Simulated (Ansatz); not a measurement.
# BBrClH3O2 (built from SMILES Br.OB(O)Cl): a saddle search

Does the minimum-mode search get back to a saddle from here?

Program: Ansatz 0.2.0, Gaussian basis. Level of theory: BLYP-D4/def2-SVP. These are calculated values, not measurements.

## (1) Starting geometry

The start, a known saddle point with all atoms moved at random by about 0.06 Å a coordinate: 8 atoms, charge 0, spin multiplicity 1.

Atoms are counted from 1 here; the program's logs count them from 0.

Bond lengths: B1–O3 1.332 Å, B1–O4 1.435 Å, Cl2–H5 1.500 Å, O3–H7 0.922 Å, O4–H8 0.850 Å, H5–Br6 1.743 Å. Angles: O3–B1–O4 127.5°, B1–O3–H7 118.7°, B1–O4–H8 109.1°, Cl2–H5–Br6 140.8°.

Geometry (Å):

```xyz
8
charge 0, multiplicity 1
B    -0.0634   -0.4902    0.1382
Cl    0.6326    0.5842   -1.5803
O     1.0075   -1.1163    0.6240
O    -1.3548   -1.0521   -0.1347
H     0.1394    1.5400   -0.5348
Br   -0.3485    1.5783    1.1386
H     1.7668   -0.6231    0.8006
H    -1.8403   -0.4647   -0.5115
```

## (2) The search

File run/in.yaml:

```yaml
crystal:
  periodic: [false, false, false]
  atoms:
    - {symbol: B, position_ang: [-0.063421, -0.490159, 0.138224]}
    - {symbol: Cl, position_ang: [0.632551, 0.584238, -1.580346]}
    - {symbol: O, position_ang: [1.007502, -1.116319, 0.624002]}
    - {symbol: O, position_ang: [-1.354774, -1.052078, -0.134724]}
    - {symbol: H, position_ang: [0.139359, 1.540023, -0.534811]}
    - {symbol: Br, position_ang: [-0.348451, 1.578303, 1.138601]}
    - {symbol: H, position_ang: [1.766791, -0.623071, 0.800609]}
    - {symbol: H, position_ang: [-1.840257, -0.464720, -0.511533]}
basis:
  gaussian: {orbitals: def2-SVP}
hamiltonian: {xc: {name: BLYP}, dispersion: d4}
saddle:
  f_tol: 0.02
  max_steps: 40
  mode_guess:
    - [-0.1798, 0.1432, 0.5188]
    - [0.0732, 0.3853, -0.0878]
    - [0.0252, -0.0260, -0.0542]
    - [0.0174, -0.0287, -0.0706]
    - [0.1893, -0.1773, -0.5478]
    - [-0.0780, -0.3316, 0.1070]
    - [-0.0173, 0.0136, 0.0545]
    - [-0.0301, 0.0215, 0.0801]
```

On the command line:

```bash
$ ansatz run in.yaml --threads 8 --pin off --events-out ev --progress --plain --max-ram 19148MiB
```

Standard output, shortened:

```text
Functional definition: BLYP
  name "BLYP"
  cite "Becke, Phys. Rev. A 38, 3098 (1988) doi:10.1103/PhysRevA.38.3098"
  cite "Lee, Yang & Parr, Phys. Rev. B 37, 785 (1988) doi:10.1103/PhysRevB.37.785"
[...]
1154 factors; their error is unknown
[...]
mean field -87373.81653423 eV, -3210.9285335332 hartree, gradient 9.8e-6 eV, S^2 0.000000; 0 other end points of the search recorded, 0 dependent functions left out
[...]
reference -87373.81683114 eV, -3210.9285444443 hartree; 38, 38 occupied and 69, 69 virtual orbitals, 1154 factors
[... from here to the last solve, the lines of the solves are left out (137 solves) ...]
saddle step   1: F+E_penalty+E_count = -87374.28501501 eV  max|allowed force component| = 8.016e0 eV/Å  curvature = -5.6101 eV/Å²  mode residual = 5.79e0 eV/Å²  Δτ_max = 0.0000 Å  (1 rotations, 3 force calls, 71 SCF iters)  cluster: 3 rotations left out, max|force component along them| = [...]
saddle step   6: F+E_penalty+E_count = -87375.09432381 eV  max|allowed force component| = 1.218e-1 eV/Å  curvature = -6.8718 eV/Å²  mode residual = 4.82e-1 eV/Å²  Δτ_max = 0.0194 Å  (1 rotations, 3 force calls, 69 SCF iters)  cluster: 3 rotations left out, max|force component along them| [...]
saddle step  19: F+E_penalty+E_count = -87375.09582378 eV  max|allowed force component| = 1.064e-2 eV/Å  curvature = -6.7615 eV/Å²  mode residual = 3.90e-1 eV/Å²  Δτ_max = 0.0007 Å  (1 rotations, 11 force calls, 225 SCF iters)  cluster: 3 rotations left out, max|force component along [...]
saddle step  20: F+E_penalty+E_count = -87375.09584531 eV  max|allowed force component| = 1.985e-3 eV/Å  curvature = -6.7698 eV/Å² (error put at 0.0030; -6.7727 at half of saddle.amplitude)  mode residual = 2.80e-1 eV/Å²  Δτ_max = 0.0045 Å  (1 rotations, 50 force calls, 1010 SCF iters)  [...]
Total energy: -87375.09614852 eV, -3210.9755584908 hartree
Atom 0 at    -0.068194    -0.521988     0.108859 Å, force     0.000863     0.000108     0.000421 eV/Å
Atom 1 at     0.486714     0.645919    -1.702816 Å, force    -0.000105    -0.000115    -0.000078 eV/Å
Atom 2 at     0.990641    -1.169322     0.633234 Å, force     0.001666     0.001662     0.000597 eV/Å
Atom 3 at    -1.281238    -1.076363    -0.082795 Å, force    -0.001388     0.000829    -0.000992 eV/Å
Atom 4 at     0.219658     1.587972    -0.498823 Å, force    -0.000008    -0.000178     0.000111 eV/Å
Atom 5 at    -0.233449     1.644039     1.184685 Å, force    -0.000080    -0.000160    -0.000042 eV/Å
Atom 6 at     1.721867    -0.597827     0.925272 Å, force    -0.001985    -0.001408    -0.000828 eV/Å
Atom 7 at    -1.896699    -0.556213    -0.627594 Å, force     0.001037    -0.000738     0.000812 eV/Å
Dipole moment:     0.029172     0.113724    -0.131522 e Å
```

It took 29 s on 8 threads of Intel Xeon 6975P-C, shared host.

Relaxation path:

| step | energy from step 1 (eV) | largest force component (eV/Å) |
| --- | --- | --- |
| 1 | 0.0000 | 8.0160 |
| 2 | -0.7325 | 1.6036 |
| 3 | -0.7770 | 0.7942 |
| 4 | -0.7985 | 0.3289 |
| 5 | -0.8065 | 0.2017 |
| 6 | -0.8093 | 0.1218 |
| 7 | -0.8095 | 0.0883 |
| 8 | -0.8096 | 0.0155 |
| 9 | -0.8097 | 0.0078 |
| 10 | -0.8098 | 0.0128 |
| 11 | -0.8100 | 0.0111 |
| 12 | -0.8101 | 0.0079 |
| 13 | -0.8102 | 0.0077 |
| 14 | -0.8103 | 0.0075 |
| 15 | -0.8104 | 0.0070 |
| 16 | -0.8105 | 0.0065 |
| 17 | -0.8106 | 0.0052 |
| 18 | -0.8108 | 0.0236 |
| 19 | -0.8108 | 0.0106 |
| 20 | -0.8108 | 0.0020 |

Distances of close pairs at the start and the end, largest changes first:

| bond | before (Å) | after (Å) | change (Å) |
| --- | --- | --- | --- |
| O4–H8 | 0.850 | 0.973 | +0.123 |
| B1–O4 | 1.435 | 1.347 | -0.087 |
| Cl2–H5 | 1.500 | 1.552 | +0.052 |
| O3–H7 | 0.922 | 0.973 | +0.050 |
| B1–O3 | 1.332 | 1.347 | +0.015 |
| H5–Br6 | 1.743 | 1.744 | +0.001 |

## (3) Results

```
                  quantity           value
                     steps              20
             energy change  -18.7 kcal/mol
        last largest force     0.0020 eV/Å
       RMSD from the start         0.126 Å
RMSD from the known saddle         0.099 Å
```

It converged in 20 steps at a force tolerance of 0.02 eV/Å. It is back at the known saddle, up to the shift that another level brings.
